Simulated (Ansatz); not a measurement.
**C₂H₅BrSi: up Jacob's ladder to CCSD(T)**

Aim: compute C₂H₅BrSi with functionals from several rungs and with coupled cluster. The yardstick is the atomisation energy at the CCSD(T) limit.

Program: Ansatz 0.2.0, Gaussian basis. Level of theory: functionals in def2-TZVPP, the program's frozen cores in correlated methods. These are calculated values, not measurements.

Plan: LDA (SPW92), PBE-D4, revPBE-D4, BLYP-D4, r2SCAN-D4, B97M-V, PBE0-D4, B3LYP-D4, r2SCANh-D4, r2SCAN0-D4, HSE06-D4, BHLYP-D4, CAM-B3LYP-D4, LC-ωPBE, ωB97X-V, ωB97M-V, B2PLYP, PBE-QIDH; CCSD(T)/def2-SVP; CCSD(T)/def2-TZVPP; MP2/def2-QZVPP; extrapolation to the limit; RPA on PBE.

**1. The geometry**

All runs share one geometry, relaxed beforehand with PBE0-D4 in a triple-zeta def2 set.

SMILES `BrC1C[SiH2]1`, 9 atoms, charge 0, spin multiplicity 1.

Atoms are counted from 1 here; the program's logs count them from 0.

Bond lengths: Br1–C2 1.921 Å, C2–C3 1.531 Å, C2–Si4 1.850 Å, C2–H5 1.084 Å, C3–Si4 1.854 Å, C3–H6 1.086 Å, C3–H7 1.086 Å, Si4–H8 1.478 Å, Si4–H9 1.475 Å. Angles: Br1–C2–C3 117.5°, Br1–C2–Si4 122.4°, Br1–C2–H5 109.4°, C3–C2–Si4 65.7°, C3–C2–H5 115.7°, Si4–C2–H5 119.9°, C2–C3–Si4 65.5°, C2–C3–H6 116.0°, C2–C3–H7 115.6°, Si4–C3–H6 122.4°, Si4–C3–H7 116.4°, H6–C3–H7 112.8°, C2–Si4–C3 48.8°, C2–Si4–H8 118.8°, C2–Si4–H9 118.3°, C3–Si4–H8 120.4°, C3–Si4–H9 118.2°, H8–Si4–H9 115.8°.

As a file:

```mol
C2H5BrSi
  3D, bonds by distance, orders not assigned

  9  9  0  0  0  0  0  0  0  0999 V2000
   -2.3154    0.3948    0.8448 Br  0  0
   -0.7715    0.3114   -0.2951 C   0  0
    0.5724    0.7347    0.3030 C   0  0
    0.4728   -1.0528   -0.1795 Si  0  0
   -1.0132    0.7411   -1.2603 H   0  0
    1.1410    1.4611   -0.2692 H   0  0
    0.5654    0.9488    1.3672 H   0  0
    1.1217   -1.5303   -1.4184 H   0  0
    0.3153   -2.0551    0.8905 H   0  0
  1  2  8  0
  2  3  8  0
  3  4  8  0
  2  5  8  0
  3  6  8  0
  3  7  8  0
  4  8  8  0
  4  9  8  0
  2  4  8  0
M  END
```

**2. LDA**

This LDA is Slater exchange with PW92 correlation.

in.yaml reads:

```yaml
crystal:
  periodic: [false, false, false]
  atoms:
    - {symbol: Br, position_ang: [-2.315354, 0.394830, 0.844811]}
    - {symbol: C, position_ang: [-0.771507, 0.311419, -0.295129]}
    - {symbol: C, position_ang: [0.572356, 0.734697, 0.302952]}
    - {symbol: Si, position_ang: [0.472798, -1.052770, -0.179541]}
    - {symbol: H, position_ang: [-1.013157, 0.741072, -1.260268]}
    - {symbol: H, position_ang: [1.140957, 1.461103, -0.269186]}
    - {symbol: H, position_ang: [0.565423, 0.948776, 1.367187]}
    - {symbol: H, position_ang: [1.121658, -1.530312, -1.418441]}
    - {symbol: H, position_ang: [0.315325, -2.055115, 0.890514]}
basis:
  gaussian: {orbitals: def2-TZVPP}
hamiltonian: {xc: lda}
output: {orbitals: {seedname: orbitals}}
```

Started as:

```
ansatz run in.yaml --threads 4 --pin off --events-out ev --progress --plain --max-ram 10444MiB
```

After this run come: PBE-D4 (GGA); revPBE-D4 (GGA); BLYP-D4 (GGA); r2SCAN-D4 (meta-GGA); B97M-V (meta-GGA); B3LYP-D4 (hybrid); r2SCANh-D4 (hybrid); r2SCAN0-D4 (hybrid); HSE06-D4 (hybrid); BHLYP-D4 (hybrid); CAM-B3LYP-D4 (range-separated); LC-ωPBE (range-separated); ωB97X-V (range-separated); ωB97M-V (range-separated); B2PLYP (double hybrid); PBE-QIDH (double hybrid); CCSD(T) in def2-SVP; CCSD(T) in def2-TZVPP; MP2 in def2-QZVPP; RPA on PBE orbitals.

Q: Predict the results of all the runs planned. Wanted: atomisation energy, CCSD(T)/CBS; farthest beyond LDA; mean size of error, GGA; mean size of error, meta-GGA; mean size of error, hybrid; mean size of error, range-separated; mean size of error, double hybrid; gap, smallest and largest; T1 diagnostic.

As calculated:

| quantity | value |
| --- | --- |
| atomisation energy, CCSD(T)/CBS | 732.9 kcal/mol |
| functionals within 7.3 kcal/mol (1.0 %) | revPBE-D4, r2SCAN-D4, B97M-V, PBE0-D4, B3LYP-D4, r2SCANh-D4, r2SCAN0-D4, HSE06-D4, CAM-B3LYP-D4, LC-ωPBE, ωB97X-V, ωB97M-V, PBE-QIDH |
| farthest beyond LDA | BHLYP-D4 (-21.1 kcal/mol) |
| mean size of error, GGA | 8.1 kcal/mol |
| mean size of error, meta-GGA | 2.6 kcal/mol |
| mean size of error, hybrid | 6.4 kcal/mol |
| mean size of error, range-separated | 2.1 kcal/mol |
| mean size of error, double hybrid | 6.2 kcal/mol |
| gap, smallest and largest | 4.34 eV (LDA (SPW92)), 11.26 eV (LC-ωPBE) |
| T1 diagnostic | 0.0097 |
| triples share of the correlation energy | 4.0 % |

**Reading.** The LDA atomisation energy is off by 105.3 kcal/mol (14 %): it overbinds. PBE-D4 is off by +13.2 kcal/mol. Double hybrids carry the basis error of their MP2 part in triple zeta, and no dispersion term here, so their miss is partly the set-up's. The rungs range-separated, meta-GGA, double hybrid, hybrid miss on average by less than the doubt on the reference (7.3 kcal/mol), so they tie. Misses under about 7.3 kcal/mol are within the doubt on the reference itself, which lacks core-valence correlation, relativity and higher excitations, and its outer-core shells are covered unevenly. All levels share the lack of spin-orbit coupling, which lowers the free heavy atoms and so the true binding. Hartree-Fock recovers 73 % of the binding; the rest is correlation. CCSD(T) in def2-SVP is off by -43.3 kcal/mol, more than most functionals: a good method in a small basis is no reference. Orbital gaps span 4.3 to 11.3 eV; exact exchange widens them. Correlated methods include outer-core shells of Br, which these sets cover unevenly.
